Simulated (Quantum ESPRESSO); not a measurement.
A calculation with Quantum ESPRESSO 7.5 of Cd2S (native input, structure typed inline):

pw.in

```
&CONTROL
  calculation = 'scf'
  prefix = 'pwscf'
  outdir = './tmp'
  pseudo_dir = './pseudo'
  tprnfor = .true.
  tstress = .true.
  disk_io = 'low'
/
&SYSTEM
  ibrav = 0
  celldm(1) = 8
  nat = 3
  ntyp = 2
  ecutwfc = 45
  ecutrho = 360
  nbnd = 22
  occupations = 'smearing'
  smearing = 'fd'
  degauss = 0.00367493
/
&ELECTRONS
  conv_thr = 6d-10
  electron_maxstep = 120
  mixing_beta = 0.5
/
ATOMIC_SPECIES
Cd   112.4140 cd_pbesol_v1.uspp.F.UPF
S     32.0600 s_pbesol_v1.4.uspp.F.UPF
CELL_PARAMETERS alat
  0.9360451393584   0.0000000000000   0.0000000000000
 -0.4680225696792   0.8106388697852   0.0000000000000
  0.0000000000000   0.0000000000000   1.3722227356709
ATOMIC_POSITIONS crystal
Cd     0.3333333333    0.6666666667    0.9327170000
Cd     0.6666666667    0.3333333333    0.5787350000
S      0.3333333333    0.6666666667    0.3657050000
K_POINTS automatic
8 8 5 0 0 0
```

File pp_density.in:

```
&INPUTPP
  prefix = 'pwscf'
  outdir = './tmp'
  filplot = 'density.dat'
  plot_num = 0
/
&PLOT
  nfile = 1
  filepp(1) = 'density.dat'
  iflag = 3
  output_format = 6
  fileout = 'density.cube'
/
```

File pp_potential.in:

```
&INPUTPP
  prefix = 'pwscf'
  outdir = './tmp'
  filplot = 'potential.dat'
  plot_num = 11
/
&PLOT
  nfile = 1
  filepp(1) = 'potential.dat'
  iflag = 3
  output_format = 6
  fileout = 'potential.cube'
/
```

Potentials or basis: GBRV 1.5 PBEsol.

Command:

```bash
$ OMP_NUM_THREADS=1 mpirun -n 2 pw.x -nk 2 -in pw.in > pw.out
$ OMP_NUM_THREADS=1 mpirun -n 1 pp.x -in pp_density.in > pp_density.out
$ OMP_NUM_THREADS=1 mpirun -n 1 pp.x -in pp_potential.in > pp_potential.out
```

The cell comes from a database or a generator and needn't be the stable form of this composition.

Write the same calculation in another form: ASE script, structure typed inline.

As run:

File run.py:

```python
import numpy as np
from ase.calculators.espresso import Espresso, EspressoProfile
from ase import Atoms

atoms = Atoms(['Cd', 'Cd', 'S'],
              cell=[[3.962670049, 0.0, 0.0], [-1.9813350245, 3.4317729293, 0.0], [0.0, 0.0, 5.809192]],
              scaled_positions=[[0.3333333333, 0.6666666667, 0.932717], [0.6666666667, 0.3333333333, 0.578735], [0.3333333333, 0.6666666667, 0.365705]],
              pbc=True)

input_data = {
    'control': {'calculation': 'scf', 'prefix': 'pwscf', 'outdir': './tmp', 'tprnfor': True, 'tstress': True, 'disk_io': 'nowf'},
    'system': {'ecutwfc': 45.0, 'ecutrho': 360.0, 'nbnd': 22, 'occupations': 'smearing', 'smearing': 'fd', 'degauss': 0.00367493},
    'electrons': {'conv_thr': 6e-10, 'electron_maxstep': 120, 'mixing_beta': 0.5},
}
pseudopotentials = {'Cd': 'cd_pbesol_v1.uspp.F.UPF', 'S': 's_pbesol_v1.4.uspp.F.UPF'}
profile = EspressoProfile(command='mpirun -n 2 pw.x -nk 2', pseudo_dir='pseudo')
dft = Espresso(profile=profile, input_data=input_data, pseudopotentials=pseudopotentials, kpts=(8, 8, 5), koffset=(0, 0, 0))
atoms.calc = dft

print(f'energy {atoms.get_potential_energy():.8f} eV')
print('forces (eV/A)')
print(np.round(atoms.get_forces(), 6))
print('stress (eV/A^3, Voigt)')
print(np.round(atoms.get_stress(), 8))
print(f'Fermi level {dft.get_fermi_level():.4f} eV')
```

Potentials or basis: GBRV 1.5 PBEsol.

Run with:

```sh
$ OMP_NUM_THREADS=1 python run.py
```

Both were run:

|  | native input, structure typed inline | ASE script, structure typed inline |
| --- | --- | --- |
| Pressure | -2.8 GPa | -2.8 GPa |
| Largest force | 0.114 eV/Å | 0.114 eV/Å |
| Band gap on the k mesh | 0.23 eV, indirect (least direct gap 0.56 eV) | 0.23 eV, indirect (least direct gap 0.56 eV) |

Keys that steer only the numerical path or the files written may differ.

Caveat: an odd mesh through Γ misses points on the zone boundary, where band edges often lie.
